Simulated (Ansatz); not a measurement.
This was printed by a script on the Ansatz DFT code, driven from Python, for a band structure of PtSe₂, space group P-3m1. What did the script look like? Use: PBE, PAW, the default cutoff (420 eV here), 7×7×5 k-points, cold smearing of 0.1 eV.

The script reads `POSCAR`:
```text
PtSe2
1.0
   3.72400000    0.00000000    0.00000000
  -1.86200000    3.22507860    0.00000000
   0.00000000    0.00000000    5.06200000
Pt Se
1 2
Direct
   0.00000000    0.00000000    0.00000000
   0.33333333    0.66666667    0.25000000
   0.66666667    0.33333333    0.75000000
```

```console
$ python ptse2_bands.py
F = E - TS               -23462.25418 eV
E                        -23462.25070 eV
Harris-Foulkes           -23462.25418 eV
Fermi level                  13.37753 eV
largest ELF 0.876 at grid fractions [0.32  0.64  0.417]
share of the cell with ELF over 0.2: 0.678
share of the cell with ELF over 0.5: 0.311
share of the cell with ELF over 0.7: 0.131
share of the cell with ELF over 0.8: 0.031
share of the cell with ELF over 0.9: 0.000
other functionals on this density (not self-consistent, eV)
blyp {'e_xc_with_core_ev': -14533.392, 'free_energy_ev': -23510.124}
pbe {'e_xc_with_core_ev': -14485.52, 'free_energy_ev': -23462.254}
lda {'e_xc_with_core_ev': -14035.981, 'free_energy_ev': -23012.714}
zero of the bands: 13.378 eV, the Fermi level found on the SCF mesh
channel 0: bands that cross the Fermi level on this path: [25, 26, 27]
  0.000   0.000   0.000      0.335    1.402    1.402
  0.050   0.000   0.000      0.263    1.320    1.405
  0.100   0.000   0.000      0.014    1.230    1.427
  0.150   0.000   0.000     -0.394    1.239    1.489
  0.200   0.000   0.000     -0.873    1.273    1.598
  0.250   0.000   0.000     -1.355    1.245    1.745
  0.300   0.000   0.000     -1.801    1.119    1.908
  0.350   0.000   0.000     -2.208    0.934    2.062
  0.400   0.000   0.000     -2.595    0.762    2.186
  0.450   0.000   0.000     -2.921    0.649    2.267
  0.500   0.000   0.000     -3.045    0.612    2.295
  0.483   0.033   0.000     -2.871    0.600    2.216
  0.467   0.067   0.000     -2.576    0.563    2.001
  0.450   0.100   0.000     -2.287    0.503    1.702
  0.433   0.133   0.000     -2.032    0.420    1.364
  0.417   0.167   0.000     -1.828    0.319    1.017
  0.400   0.200   0.000     -1.688    0.209    0.688
  0.383   0.233   0.000     -1.624    0.107    0.396
  0.367   0.267   0.000     -1.645    0.028    0.164
  0.350   0.300   0.000     -1.746   -0.018    0.015
  0.333   0.333   0.000     -1.911   -0.034   -0.034
  0.300   0.300   0.000     -1.550   -0.006    0.154
  0.267   0.267   0.000     -1.219    0.068    0.565
  0.233   0.233   0.000     -0.930    0.186    1.013
  0.200   0.200   0.000     -0.699    0.362    1.365
  0.167   0.167   0.000     -0.531    0.601    1.541
  0.133   0.133   0.000     -0.407    0.877    1.531
  0.100   0.100   0.000     -0.268    1.137    1.406
  0.067   0.067   0.000     -0.029    1.287    1.322
  0.033   0.033   0.000      0.239    1.310    1.396
  0.000   0.000   0.000      0.335    1.402    1.402
  0.000   0.000   0.050      0.267    1.422    1.422
  0.000   0.000   0.100      0.080    1.482    1.482
  0.000   0.000   0.150     -0.191    1.575    1.575
  0.000   0.000   0.200     -0.508    1.691    1.691
  0.000   0.000   0.250     -0.839    1.819    1.819
  0.000   0.000   0.300     -1.153    1.949    1.949
  0.000   0.000   0.350     -1.422    2.067    2.067
  0.000   0.000   0.400     -1.536    2.163    2.163
  0.000   0.000   0.450     -1.563    2.226    2.226
  0.000   0.000   0.500     -1.573    2.248    2.248
```

The script that was run (others could print the same):

Script `ptse2_bands.py`:
```python
"""Bands of PtSe2 along a path through the zone."""

from pathlib import Path
import warnings

import ansatz as az
from ase.io import read
import numpy as np

warnings.simplefilter("ignore", az.DeckWarning)

atoms = read("POSCAR", format="vasp")
xtal = az.Crystal.from_ase(atoms)

# vertices of the path, as fractions of the reciprocal vectors
path = [
    ("G", (0.0, 0.0, 0.0)),
    ("M", (0.5, 0.0, 0.0)),
    ("K", (0.33333, 0.33333, 0.0)),
    ("G", (0.0, 0.0, 0.0)),
    ("A", (0.0, 0.0, 0.5)),
]
model = (
    xtal.calculation()
    .occupations("cold", width=0.1)
    .functional(az.Functional.PBE)
    .kpoints(mesh=(7, 7, 5))
    .band_structure([point for _, point in path], intervals=10)
    .scf(extra_bands=8)
    .density()
    .electron_localization_function()
    .output_files(volumetric_format="npy")
    .xc_energy_on_converged_density(["blyp", "pbe", "lda"])
)
session = model.session()
planned = session.plan(threads=1)
out = planned.execute()
rep = out.report

print("%-22s %14.5f eV" % ("F = E - TS", rep["free_energy_ev"]))
print("%-22s %14.5f eV" % ("E", rep["internal_energy_ev"]))
print("%-22s %14.5f eV" % ("Harris-Foulkes", rep["harris_foulkes_ev"]))
print("%-22s %14.5f eV" % ("Fermi level", rep["fermi_energy_ev"]))

# ELF is 0.5 in a uniform gas and nears 1 where pairs localise
folder = Path(out.write_results("elf"))
elf = np.load(folder / "elf.npy")
peak = np.unravel_index(elf.argmax(), elf.shape)
print(f"largest ELF {elf.max():.3f} at grid fractions", np.round(np.array(peak) / elf.shape, 3))
for level in (0.2, 0.5, 0.7, 0.8, 0.9):
    print(f"share of the cell with ELF over {level}: {np.mean(elf > level):.3f}")

print("other functionals on this density (not self-consistent, eV)")
for entry in rep.get("xc_energy_on_converged_density", []):
    print(entry["functional"], {k: round(v, 3) for k, v in entry.items() if isinstance(v, float)})

bands = out.band_structure()
fermi = bands.fermi_energy_ev
print(f"zero of the bands: {fermi:.3f} eV, the Fermi level found on the SCF mesh")
for spin, channel in enumerate(bands.channels):
    levels = channel.eigenvalues_ev - fermi
    crossing = [b for b in range(levels.shape[1]) if levels[:, b].min() < 0 < levels[:, b].max()]
    print(f"channel {spin}: bands that cross the Fermi level on this path:", [b + 1 for b in crossing] or "none")
    shown = crossing or sorted(np.argsort(np.abs(levels).min(axis=0))[:2])
    for k, row in zip(bands.kpoints_frac, levels[:, shown]):
        print(f"{k[0]:7.3f} {k[1]:7.3f} {k[2]:7.3f}  ", " ".join(f"{e:8.3f}" for e in row))
```

Absolute energies stand on the zero of these potentials, so only differences at equal settings mean something. A total without «per atom» is that of the cell as typed. BLYP can be off by several per cent in the lattices of metals, and by several GPa in the pressure at a fixed cell. For a metal this k-point mesh is coarse: on a finer one energies can move by several to tens of meV an atom and pressures by half a GPa or more, differences at one mesh by less. Only differences from the Fermi energy are physical; the zero of the scale is a convention. Of the deposited cell: the entry's cell lengths or inner coordinates differ somewhat from later room-temperature determinations. Spin-orbit coupling, which matters for elements this heavy, is left out. The fields are valence quantities on the plane-wave grid; their values near the nuclei depend on the potentials. The starting cell is as deposited in a crystallographic database; the results hold for this polymorph, which needn't be the stable one. Gaps and levels are Kohn-Sham values on a finite set of k-points, without spin-orbit coupling. Finished in 7.5 s on 1 thread of Intel(R) Xeon(R) Platinum 8488C (Sapphire Rapids) (shared host), peak memory 0.5 GiB.

(Lines on the test bed's own set-up are left out of the output.)
